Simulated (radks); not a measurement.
# Sn⁴⁺ in [Kr] 4d10: an all-electron calculation

The task here is to estimate one member of a computed series from the others.

Method: scalar-relativistic Kohn-Sham, SCAN, spin-polarised, spherical densities, finite nucleus. Code: radks (a radial shooting solver on a logarithmic mesh, Libxc functionals) version 1.

### Starting point

```
element            : tin (Z = 50)
charge             : +4
electrons          : 46
configuration      : [Kr] 4d10
nuclear rms radius : 4.6519 fm
```

Outer shells as boxes (Hund's rule):

Sn⁴⁺
```
[Kr] core
4d [↑↓][↑↓][↑↓][↑↓][↑↓]
```

The first run:

Input:

```text
Z 50
configuration [Kr] 4d10 5s0 5p0 4f0 5d0
relativity scalar-relativistic
functional scan,scan
spin polarised
nucleus finite rms 4.6519 fm
c 137.035999084
```

One table of the session follows, with a row left open; its other results are not shown here.

Radial moments (bohr):

```
level      <r>  outermost maximum (interpolated)  90 % within  nodes
   1s  0.02906                            0.0188       0.0522      0
   2s   0.1254                             0.106        0.194      1
   2p   0.1096                            0.0850        0.178      0
   3s   0.3385                             0.307        0.498      2
   3p   0.3372                             0.301        0.506      1
   3d   0.3146                             0.252        0.495      0
   4s   0.8199                             0.747         1.19      3
   4p   0.8845                             0.790         1.30      2
   4d    1.066                             0.883         1.64      1
   5s    2.033                              1.84         2.91      4
   5p        ?                                 ?            ?      ?
```

**Question.** Estimate the row for 5p.

As computed: <r>: 2.344; outermost maximum (interpolated): 2.12; 90 % within: 3.37; nodes: 3. In the column «<r>» it is the highest.
